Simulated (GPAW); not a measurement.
Here is a GPAW 26.7.0 calculation.

The input run.py:

```python
import numpy as np
from ase import Atoms
from ase.dft.bandgap import bandgap
from ase.io import write
from ase.units import GPa
from ase.parallel import parprint
from gpaw import GPAW, PW

atoms = Atoms(['Cs', 'Li', 'Cr', 'Cr', 'Te', 'Te', 'S', 'S', 'S'],
              cell=[[3.6035792099, 0.0, 0.0],
                    [-1.801789605, 3.1207911404, 0.0],
                    [0.0, 0.0, 19.06651]],
              scaled_positions=[[0.0, 0.0, 0.37399],
                                [0.6666666667, 0.3333333333, 0.01607],
                                [0.0, 0.0, 0.86637],
                                [0.3333333333, 0.6666666667, 0.16833],
                                [0.3333333333, 0.6666666667, 0.53891],
                                [0.6666666667, 0.3333333333, 0.77276],
                                [0.0, 0.0, 0.1003],
                                [0.3333333333, 0.6666666667, 0.9292],
                                [0.6666666667, 0.3333333333, 0.23408]],
              pbc=True)
atoms.set_initial_magnetic_moments([0.0, 0.0, 3.0, 3.0, 0.0, 0.0, 0.0, 0.0, 0.0])

calc = GPAW(mode=PW(800),
            xc='PBE',
            kpts={'size': (6, 6, 1), 'gamma': True},
            occupations={'name': 'fermi-dirac', 'width': 0.05},
            nbands=49,
            convergence={'density': 1e-05, 'energy': 1e-05},
            maxiter=150,
            txt='gpaw.txt')
atoms.calc = calc
energy = atoms.get_potential_energy()
forces = atoms.get_forces()
stress = atoms.get_stress()
calc.write('gs.gpw')
write('result.traj', atoms)
parprint(f'Energy: {energy:.6f} eV')
parprint('Forces (eV/A):')
parprint(forces.round(4))
parprint('Stress (GPa):', (stress / GPa).round(3))
parprint('Moments:', calc.get_magnetic_moments().round(3))
parprint('Fermi level:', round(calc.get_fermi_level(), 4), 'eV')
parprint(f'Gap: {bandgap(calc)[0]:.4f} eV, direct: {bandgap(calc, direct=True)[0]:.4f} eV')

dense = calc.fixed_density(kpts={'size': (9, 9, 1), 'gamma': True}, update_fermi_level=True,
                           nbands=83, convergence={'bands': 'CBM+6.0', 'eigenstates': 1e-6}, txt='dos.txt')
ef = dense.get_fermi_level()
dos = dense.dos(shift_fermi_level=False)
energies = np.linspace(ef - 14, ef + 6, 401)
spins = [0, 1]
columns = [energies] + [dos.raw_dos(energies, spin=s, width=0.1) for s in spins]
for symbol, l in [('Cr', 0), ('Cr', 1), ('Cr', 2), ('Cs', 0), ('Cs', 1), ('Cs', 2), ('Li', 0), ('Li', 1), ('S', 0), ('S', 1), ('S', 2), ('Te', 0), ('Te', 1), ('Te', 2)]:
    for s in spins:
        columns.append(sum(dos.raw_pdos(energies, a=a.index, l=l, spin=s, width=0.1)
                           for a in atoms if a.symbol == symbol))
np.savetxt('dos.dat', np.array(columns).T, fmt='%.4f')
parprint('Fermi level on the dense mesh:', round(ef, 4), 'eV')
```

Potentials or basis: GPAW PAW data sets (gpaw-data 1.2.1), pw.

Launch:

```sh
$ OMP_NUM_THREADS=1 mpirun -n 4 gpaw python run.py
```

Q: What does it give for the site moments?

A: Cs -0.00; Li -0.00; Cr +2.68, +2.80; Te -0.00, -0.14; S -0.05, -0.06 μB.

Q: Estimate the net moment.

A: 5.68 μB per cell.

Q: Predict the pressure.

A: 0.1 GPa.

Forces on the atoms (eV/Å):
```
Cs   0.000  0.000  0.006
Li   0.000  0.000 -0.005
Cr   0.000  0.000 -0.131
Cr   0.000  0.000 -0.014
Te   0.000  0.000  0.006
Te   0.000  0.000  0.087
S    0.000  0.000 -0.017
S    0.000  0.000  0.039
S    0.000  0.000  0.028
```

Caveat: only a ferromagnetic start was run, and an antiferromagnetic order may lie lower in energy. The run has no spin-orbit coupling, so splittings on Cs, Te are missing.
